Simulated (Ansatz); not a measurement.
Predict the output of the script below (Ansatz 0.2.0 through its Python package).

`run_edit.py`:
```python
import warnings

import ansatz


def main() -> None:
    warnings.simplefilter("ignore", ansatz.DeckWarning)

    xtal = (
        ansatz.Lattice.from_parameters(3.927, 3.927, 3.927, alpha=90.0, beta=90.0, gamma=90.0)
        .atom("Zr", (0.0, 0.0, 0.0))
        .atom("Rh", (0.0, 0.5, 0.5))
        .atom("Rh", (0.5, 0.0, 0.5))
        .atom("Rh", (0.5, 0.5, 0.0))
    )

    setup = xtal.calculation()
    setup = setup.basis(260).kpoints(4, 4, 4, shift=0.5)
    setup = setup.occupations("cold", width=100 * ansatz.meV)
    setup = setup.functional("lda")
    setup = setup.band_table()
    typed = setup.input()
    rows = []
    for value in [1, 2, 3]:
        edited = typed.set(ansatz.key.basis.xc_grid, value)
        summary = ansatz.Session.from_dict(edited).plan().execute().report
        rows.append((value, summary["free_energy_ev"], summary["n_iterations"], len(summary["eigenvalues_ev"][0]) if "eigenvalues_ev" in summary else 0))
    print("       xc grid            F eV      iterations    bands listed")
    for row in rows:
        print(f"{str(row[0]):>14s}  {row[1]:14.5f}  {row[2]:14d}  {row[3]:14d}")
    print(edited.to_yaml())


if __name__ == "__main__":
    main()
```

```console
$ python run_edit.py
       xc grid            F eV      iterations    bands listed
             1    -22912.74050               7              37
             2    -22912.74050               7              37
             3    -22912.74050               7              37
crystal:
  lattice:
    a: 3.927
    b: 3.927
    c: 3.927
    alpha: 90.0
    beta: 90.0
    gamma: 90.0
  atoms:
    - { symbol: Zr, position: [0.0, 0.0, 0.0] }
    - { symbol: Rh, position: [0.0, 0.5, 0.5] }
    - { symbol: Rh, position: [0.5, 0.0, 0.5] }
    - { symbol: Rh, position: [0.5, 0.5, 0.0] }
basis:
  ecutwfc: 260.0
  xc_grid: 3
kpoints:
  mp_grid:
    grid: [4, 4, 4]
    shift: [0.5, 0.5, 0.5]
hamiltonian:
  xc: lda
scf:
  occupations:
    method: cold
    width: 0.1
output:
  eigenvalues: true
```

Caveats:
- The settings weren't tested for convergence.
- The cutoff lies under the one recommended for these potentials.
- For a metal this k-point mesh is coarse: on a finer one energies can move by several to tens of meV an atom and pressures by half a GPa or more, differences at one mesh by less.
- The starting cell is as deposited in a crystallographic database; the results hold for this polymorph, which needn't be the stable one.
- The script silences the warnings on its input, which a real study should read.
- The whole script took 2.2 s on 1 thread of Arm Neoverse V2, on a shared host, peak memory 0.34 GiB.

(Lines on the test bed's own set-up are left out of the output.)
